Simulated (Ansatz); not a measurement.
# ClGaH4O: the cost of one run

Method: RKS B3LYP-D4/def2-SVPD, in Ansatz 0.2.0.

### Step 1. Starting point

Bond lengths: Ga1–Cl2 2.590 Å, Ga1–H3 1.570 Å, Ga1–H4 1.570 Å, Ga1–O5 2.090 Å, O5–H6 1.010 Å. Angles: Cl2–Ga1–H3 120.0°, Cl2–Ga1–H4 120.0°, Cl2–Ga1–O5 71.6°, H3–Ga1–H4 120.0°, H3–Ga1–O5 97.0°, H4–Ga1–O5 101.2°, Ga1–O5–H6 109.5°.

Coordinates:

```xyz
7

Ga    0.0000    0.0000    0.0000
Cl    0.0000    0.0000    2.5900
H     1.3596    0.0000   -0.7850
H    -1.3596    0.0000   -0.7850
O     0.0874   -1.9815    0.6590
H    -0.4591   -2.5661    0.0429
H     0.0624   -1.4154    1.8346
```

### Step 2. Pulling towards end A

Springs on the bonds that form and break draw the guess towards this end; the thresholds are loose.

The input, input.yaml:

```yaml
crystal:
  periodic: [false, false, false]
  atoms:
    - { symbol: Ga, position_ang: [0.0, 0.0, 0.0] }
    - { symbol: Cl, position_ang: [0.0, 0.0, 2.59] }
    - { symbol: H, position_ang: [1.3596, 0.0, -0.785] }
    - { symbol: H, position_ang: [-1.3596, 0.0, -0.785] }
    - { symbol: O, position_ang: [0.0874, -1.9815, 0.659] }
    - { symbol: H, position_ang: [-0.4591, -2.5661, 0.0429] }
    - { symbol: H, position_ang: [0.0624, -1.4154, 1.8346] }
basis:
  gaussian: { orbitals: def2-SVPD }
hamiltonian:
  xc: b3lyp
  dispersion: d4
relax:
  f_tol: 0.15
  max_steps: 25
  restrain:
    - { distance: [0, 4], at: 2.99, k: 30.0 }
    - { distance: [6, 1], at: 2.57, k: 30.0 }
    - { distance: [0, 1], at: 2.24, k: 30.0 }
    - { distance: [6, 4], at: 1.01, k: 30.0 }
```

On the command line:

```sh
$ ansatz run input.yaml --threads 4 --pin off --max-ram 5120MiB --backend cpu --events-out ev --progress --plain --runs-dir out
```

Q: Estimate wall time and peak memory on 4 threads of AMD EPYC 9R45 (Zen 5), shared host.

About 11 s, with a peak of 0.31 GiB.
